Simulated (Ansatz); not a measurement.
**C8H20Si: basis-set convergence**

How large a basis does C8H20Si need? Two functionals are run in growing sets.

Computed with Ansatz 0.2.0, Gaussian basis. Level: one geometry, several basis sets.

Levels to be run: PBE0-D4/def2-SVP; ωB97M-V/def2-SVP; PBE0-D4/def2-QZVPP; ωB97M-V/def2-QZVPP; the functionals' def2-TZVPP values are taken from earlier runs.

### Step 1. Structure used throughout

All runs share one geometry, relaxed beforehand with PBE0-D4 in a triple-zeta def2 set.

SMILES `CC(C)C[SiH2]CC(C)C`, 29 atoms, charge 0, spin multiplicity 1.

Atoms are counted from 1 here; the program's logs count them from 0.

Bond lengths: C1–C2 1.522 Å, C1–H10 1.095 Å, C1–H11 1.093 Å, C1–H12 1.093 Å, C2–C3 1.522 Å, C2–C4 1.531 Å, C2–H13 1.098 Å, C3–H14 1.093 Å, C3–H15 1.095 Å, C3–H16 1.094 Å, C4–Si5 1.881 Å, C4–H17 1.098 Å, C4–H18 1.098 Å, Si5–C6 1.881 Å, Si5–H19 1.491 Å, Si5–H20 1.493 Å, C6–C7 1.531 Å, C6–H21 1.098 Å and more. Angles: C2–C1–H10 110.6°, C2–C1–H11 111.1°, C2–C1–H12 112.0°, H10–C1–H11 107.7°, H10–C1–H12 107.5°, H11–C1–H12 107.8°, C1–C2–C3 110.6°, C1–C2–C4 111.7°, C1–C2–H13 107.8°, C3–C2–C4 110.8°, C3–C2–H13 107.8°, C4–C2–H13 107.8°, C2–C3–H14 111.3°, C2–C3–H15 110.6°, C2–C3–H16 111.4°, H14–C3–H15 107.7°, H14–C3–H16 108.0°, H15–C3–H16 107.7° and more.

### Step 2. PBE0-D4 in def2-SVP

File in.yaml:

```yaml
crystal:
  periodic: [false, false, false]
  atoms:
    - {symbol: C, position_ang: [-0.147732, 2.092027, -2.534091]}
    - {symbol: C, position_ang: [-1.252224, 1.176128, -2.025924]}
    - {symbol: C, position_ang: [-1.833019, 0.353233, -3.167565]}
    - {symbol: C, position_ang: [-0.760764, 0.268449, -0.895557]}
    - {symbol: Si, position_ang: [-0.180788, 1.128031, 0.674049]}
    - {symbol: C, position_ang: [-0.026463, -0.107202, 2.084856]}
    - {symbol: C, position_ang: [0.774359, -1.378079, 1.787394]}
    - {symbol: C, position_ang: [0.711227, -2.344082, 2.962556]}
    - {symbol: C, position_ang: [2.220200, -1.064878, 1.429444]}
    - {symbol: H, position_ang: [0.693821, 1.504692, -2.916235]}
    - {symbol: H, position_ang: [-0.507322, 2.726604, -3.347998]}
    - {symbol: H, position_ang: [0.236889, 2.744788, -1.746785]}
    - {symbol: H, position_ang: [-2.055115, 1.808353, -1.624597]}
    - {symbol: H, position_ang: [-2.648959, -0.286683, -2.821561]}
    - {symbol: H, position_ang: [-1.065331, -0.293584, -3.604789]}
    - {symbol: H, position_ang: [-2.221280, 0.994403, -3.963811]}
    - {symbol: H, position_ang: [-1.566130, -0.417111, -0.601763]}
    - {symbol: H, position_ang: [0.051224, -0.370535, -1.267531]}
    - {symbol: H, position_ang: [1.113563, 1.833539, 0.449227]}
    - {symbol: H, position_ang: [-1.179526, 2.170469, 1.056131]}
    - {symbol: H, position_ang: [0.409904, 0.407271, 2.950831]}
    - {symbol: H, position_ang: [-1.046019, -0.379982, 2.384329]}
    - {symbol: H, position_ang: [0.313949, -1.874966, 0.923382]}
    - {symbol: H, position_ang: [-0.321754, -2.602424, 3.209304]}
    - {symbol: H, position_ang: [1.249054, -3.271327, 2.746218]}
    - {symbol: H, position_ang: [1.163601, -1.895692, 3.852930]}
    - {symbol: H, position_ang: [2.716979, -0.544488, 2.254612]}
    - {symbol: H, position_ang: [2.295844, -0.424671, 0.546751]}
    - {symbol: H, position_ang: [2.781917, -1.980183, 1.226693]}
basis:
  gaussian: {orbitals: def2-SVP}
hamiltonian: {xc: pbe0, dispersion: d4}
output: {orbitals: {seedname: orbitals}}
```

Started as:

```console
$ ansatz run in.yaml --threads 4 --pin off --events-out ev --progress --plain --max-ram 41984MiB --backend cpu
```

Further steps of the session: ωB97M-V in def2-SVP; PBE0-D4 in def2-QZVPP; ωB97M-V in def2-QZVPP.

Before running them: what should the planned runs give, taken together? Wanted: PBE0-D4: double and triple zeta above quadruple; ωB97M-V: double and triple zeta above quadruple.

**Answer**, as computed:

| quantity | value |
| --- | --- |
| PBE0-D4: double and triple zeta above quadruple | 12.74, 0.76 eV |
| ωB97M-V: double and triple zeta above quadruple | 13.39, 0.73 eV |

**Reading.** For PBE0-D4 the step from double to triple zeta gains 11.98 eV and the next only 0.76 eV. These are total energies; as a rule much of such shifts cancels in differences, which this series doesn't test. The LUMO of ωB97M-V is positive and keeps falling with the basis (3.02 to 1.67 eV): an unbound level that the basis holds in place.
